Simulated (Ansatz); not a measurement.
**U-r2SCAN/3-21G run of PH (SMILES [PH])**

Aim: the electronic atomisation energy of PH at U-r2SCAN/3-21G, from 3 runs. 

Program for the calculation: Ansatz 0.2.0.

57 further runs of the same task are left out: 57 set aside as unsound or not needed.

## 1. The system as given

PH has 2 atoms, charge 0, and is taken as a triplet. As SMILES, `[PH]`. The shape is that of a GFN2-xTB optimisation.

Bond lengths: P1–H2 1.399 Å.

## 2. The energy at U-r2SCAN/3-21G

File input.yaml:

```yaml
crystal:
  periodic: [false, false, false]
  atoms:
    - {symbol: P, position_ang: [0.000000, 0.000000, 0.000000]}
    - {symbol: H, position_ang: [0.000000, 0.000000, 1.399070]}
basis:
  gaussian:
    orbitals: 3-21G.json
magnetization:
  spin_polarized: true
  initial_magnetization: 2
hamiltonian:
  xc: {name: r2SCAN}
accuracy: high
```

The basis set 3-21G is read from a file made from the Basis Set Exchange's data (not shown).

Started as:

```
$ ansatz run input.yaml --threads 1 --pin off --max-ram 2610MiB --events-out events.jsonl --progress --plain --runs-dir runs
```

The log of the run:

```text
Warning: RAYON_NUM_THREADS=1 ignored (pool sized by the plan → 1); use --threads N
Functional definition: r2SCAN
  name "r2SCAN"
  parameter k0 = 0.174
  parameter k1 = 0.065
  parameter a1 = 4.9479
  exchange = r2scan_x(k0 = k0, k1 = k1, a1 = a1)
  correlation = r2scan_c
277 factors; integrals over basis functions are off by at most 2.2e-9 eV
mean field evaluation 1: about -9254.1130 eV, gradient 3.2e0 eV
mean field evaluation 2: about -9254.1902 eV, gradient 1.8e0 eV
mean field evaluation 4: about -9254.2141 eV, gradient 1.1e-1 eV
mean field evaluation 8: about -9254.2025 eV, gradient 4.7e-3 eV
mean field evaluation 16: about -9254.2025 eV, gradient 1.0e-7 eV
mean field -9254.20248851 eV, -340.0856687289 hartree, gradient 6.2e-9 eV, S^2 2.005087; 0 other end points of the search recorded, 0 dependent functions left out
reference -9254.20248939 eV, -340.0856687614 hartree; 9, 7 occupied and 6, 8 virtual orbitals, 277 factors
Total energy: -9254.20248939 eV, -340.0856687614 hartree
```

Wall time 2 s (1 thread of Arm Neoverse V1, shared host); peak memory 0.14 GiB.

## 3. The H atom at the same level

File molecule.yaml:

```yaml
crystal:
  periodic: [false, false, false]
  atoms:
    - {symbol: H, position_ang: [0.000000, 0.000000, 0.000000]}
basis:
  gaussian: {orbitals: 3-21G.json}
magnetization: {spin_polarized: true, initial_magnetization: 1}
hamiltonian: {xc: r2scan}
accuracy: high
```

The basis set 3-21G is read from a file made from the Basis Set Exchange's data (not shown).

Run the same way, it converges to -0.49563 Eh (log not shown).

## 4. The P atom at the same level

File in.yaml:

```yaml
crystal:
  periodic: [false, false, false]
  atoms:
    - {symbol: P, position_ang: [0.000000, 0.000000, 0.000000]}
basis:
  gaussian:
    orbitals: 3-21G.json
total_charge: 0
magnetization:
  spin_polarized: true
  initial_magnetization: 3
hamiltonian:
  xc: {name: r2SCAN}
accuracy: high
```

The basis set 3-21G is read from a file made from the Basis Set Exchange's data (not shown).

Run the same way, it converges to -339.48838 Eh (log not shown).

## 5. Results

At U-r2SCAN/3-21G:

```
                     quantity          value
       molecule: total energy  -340.08567 Eh
               molecule: ⟨S²⟩          2.005
         H atom: total energy    -0.49563 Eh
                 H atom: ⟨S²⟩          0.750
         P atom: total energy  -339.48838 Eh
                 P atom: ⟨S²⟩          3.750
electronic atomisation energy       2.766 eV
```

What this shows: Taking the molecule apart into free atoms costs 2.77 eV (267 kJ/mol), before zero-point energy and without spin-orbit coupling. The basis has no polarisation functions, which makes bonds too weak.
